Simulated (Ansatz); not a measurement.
This script drives Ansatz's Python interface.

The script, `polymorphs.py`:
```python
"""Relative energies of HfC phases, at the given cells."""

import warnings

import ansatz
import numpy as np
import spglib
from tabulate import tabulate

PHASES = {
    "Fm-3m": (
        [(0.0, 2.325, 2.325), (2.325, 0.0, 2.325), (2.325, 2.325, 0.0)],
        [
            ("Hf", (0.5, 0.5, 0.5)),
            ("C", (0.0, 0.0, 0.0)),
        ],
    ),
    "P6_3/mmc": (
        [(3.342866, 0.0, 0.0), (-1.671433, 2.895007, 0.0), (0.0, 0.0, 5.202714)],
        [
            ("Hf", (2 / 3, 1 / 3, 0.75)),
            ("Hf", (1 / 3, 2 / 3, 0.25)),
            ("C", (0.0, 0.0, 0.0)),
            ("C", (0.0, 0.0, 0.5)),
        ],
    ),
}


def build(vectors, sites):
    crystal = ansatz.Crystal(lattice=ansatz.Lattice.of(vectors))
    for symbol, position in sites:
        crystal = crystal.atom(symbol, position)
    return crystal


def compute(name, crystal):
    calc = (
        crystal.calculation()
        .mixing("broyden", beta=0.7)
        .functional("r2scan")
        .scf(tolerance=1e-08, self_checks="high")
        .basis(750)
        .kpoints(spacing=0.39)
        .occupations("fermi_dirac", width=0.1)  # fractional filling near the Fermi level
        .stress()
        .band_table()
    )
    return calc.run()


def space_group(outcome):
    sites = outcome.report["lattice"]["sites"]
    kinds = sorted({site["symbol"] for site in sites})
    cell = (outcome.lattice.cell_ang, [site["position_frac"] for site in sites], [kinds.index(site["symbol"]) for site in sites])
    return spglib.get_spacegroup(cell, symprec=0.01)


def volume_per_atom(outcome):
    return abs(np.linalg.det(outcome.lattice.cell_ang)) / len(outcome.lattice.sites)


def main() -> None:
    warnings.simplefilter("ignore", ansatz.DeckWarning)

    phases = {name: build(*cell) for name, cell in PHASES.items()}

    done = {name: compute(name, crystal) for name, crystal in phases.items()}

    energy = {name: o.report["energy_sigma0_ev"] / len(o.lattice.sites) for name, o in done.items()}
    lowest = min(energy.values())
    rows = [(name, len(o.lattice.sites), 1000 * (energy[name] - lowest), space_group(o), volume_per_atom(o)) for name, o in done.items()]
    rows.sort(key=lambda row: row[2])
    print(tabulate(rows, headers=["phase", "atoms", "dE (meV/atom)", "space group", "V (A^3/atom)"], floatfmt=".4f", tablefmt="github"))


if __name__ == "__main__":
    main()
```

It is started by `python polymorphs.py`. How long does it take on 1 thread of Arm Neoverse V1, on a shared host, and how much memory does it need?

It took about 19 s, with a peak of 0.65 GiB, for 2 runs of the engine.

`python polymorphs.py` gives:
```text
| phase    |   atoms |   dE (meV/atom) | space group    |   V (A^3/atom) |
|----------|---------|-----------------|----------------|----------------|
| Fm-3m    |       2 |          0.0000 | Fm-3m (225)    |        12.5681 |
| P6_3/mmc |       4 |        232.9430 | P6_3/mmc (194) |        12.5875 |
```

By space group at the end of each run: Fm-3m (+0 meV an atom, 12.6 Å³) and P6_3/mmc (+233 meV an atom, 12.6 Å³).

What to keep in mind:
- The settings weren't tested for convergence.
- Spin is left out of this run.
- For the metals among these phases the mesh is modest: differences between phases can be off by up to 40 meV an atom.
- The program warned that this SCF threshold is loose for forces or stresses.
- Spin-orbit coupling, which matters for elements this heavy, is left out.
- The cells come from databases of deposited and of computed structures, and not all need be stable phases.
- The ranking holds among these structures alone, at zero temperature; the ground state may be another structure. Differences under about 40 meV an atom lie within the error of mesh and functional.
- The script silences the warnings on its input, which a real study should read.
